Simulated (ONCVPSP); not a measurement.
**Rubidium: generating and testing an ONCV potential**

Do these settings give a usable potential? It is generated, then checked for transferability, scattering, ghosts and hardness.

Program: ONCVPSP 4.0.1. Reference atom: PBEsol, scalar-relativistic, spherical and spin-unpolarised. All values are calculated.

### 1 Settings

The settings as typed:

| Item | Value |
| --- | --- |
| element | rubidium (Rb, Z = 37) |
| type | optimised norm-conserving Vanderbilt (ONCV) |
| frozen core | [Kr] |
| valence charge | 1 |
| reference configuration | 5s1 |
| partial waves | 5s: rc 3.65 bohr, ncon 4, nbas 7, qcut 1.4 1/bohr, 2 projectors, debl 1.2 Ha; p scattering state at 0.1 Ha: rc 3.70 bohr, ncon 4, nbas 9, qcut 2.1 1/bohr, 2 projectors, debl 3.4 Ha; d scattering state at 0.43 Ha: rc 2.90 bohr, ncon 3, nbas 7, qcut 3.1 1/bohr, 2 projectors, debl 1.6 Ha |
| local potential | polynomial inside 1.80 bohr (lpopt 5, dvloc0 3 Ha) |
| core correction | not asked for |

The outer shells as boxes (Hund's rule for the drawing; the calculation is spin-unpolarised):

```
[Kr] core
5s [↑ ]
```

### 2 Generation

File Rb.dat:

```
# ATOM AND REFERENCE CONFIGURATION
# atsym  z   nc   nv     iexc    psfile
  Rb 37.00    8    1  -116133      upf
#
#   n    l    f
    1    0    2.00
    2    0    2.00
    2    1    6.00
    3    0    2.00
    3    1    6.00
    3    2   10.00
    4    0    2.00
    4    1    6.00
    5    0    1.00
#
# PSEUDOPOTENTIAL AND OPTIMIZATION
# lmax
    2
#
#   l,   rc,      ep,       ncon, nbas, qcut
    0    3.65    0.00    4    7    1.40
    1    3.70    0.10    4    9    2.10
    2    2.90    0.43    3    7    3.10
#
# LOCAL POTENTIAL
# lloc, lpopt,  rc(5),   dvloc0
    4    5    1.80    3.00
#
# VANDERBILT-KLEINMAN-BYLANDER PROJECTORs
# l, nproj, debl
    0    2    1.20
    1    2    3.40
    2    2    1.60
#
# MODEL CORE CHARGE
# icmod, fcfact, rcfact
    0    0.00    0.00
#
# LOG DERIVATIVE ANALYSIS
# epsh1, epsh2, depsh
   -2.00    5.00    0.02
#
# OUTPUT GRID
# rlmax, drl
    6.00    0.01
#
# TEST CONFIGURATIONS
# ncnf
    2
# nvcnf
#   n    l    f
    1
    5    0    0.50
#
    2
    5    0    0.00
    5    1    1.00
#
```

Launch:

```console
$ oncvpsp.x < Rb.dat > Rb.out
```

Before running it: what results should come out? Wanted: cutoffs for 1 and 0.1 mHa per electron, occupied waves; bound ghosts; GHOST(+) flags; largest test error; largest phase difference near zero energy, channels read.

The runs gave:

| quantity | value |
| --- | --- |
| cutoffs for 1 and 0.1 mHa per electron, occupied waves | 1.1 Ha and 5.1 Ha |
| bound ghosts | none found |
| GHOST(+) flags | s at 27 eV, p at 96 eV |
| largest test error (AE − PS) | +3.2 meV, for 5s0.5 (1 test unsolved) |
| largest phase difference near zero energy, channels read | 0.085 rad |

What this shows: By total energies transferability is very good where solved: the largest error is 3.2 meV on 1.6 eV, for 5s0.5. Of the tests 1 gave no usable energy difference, which is a warning in itself. By its cutoff, 1.1 Ha for the looser tolerance, it is soft on the atom at that tolerance. The tighter tolerance needs 5.1 Ha, and converged work needs a cutoff nearer that. That counts occupied waves only; other projectors can need more. It is free of bound ghosts as far as tested. Of the channels read, p scatters worst near zero energy, by up to 0.08 rad. The program also flags highly localised states, GHOST(+) (s, p). All of this concerns the isolated atom, not yet a solid.
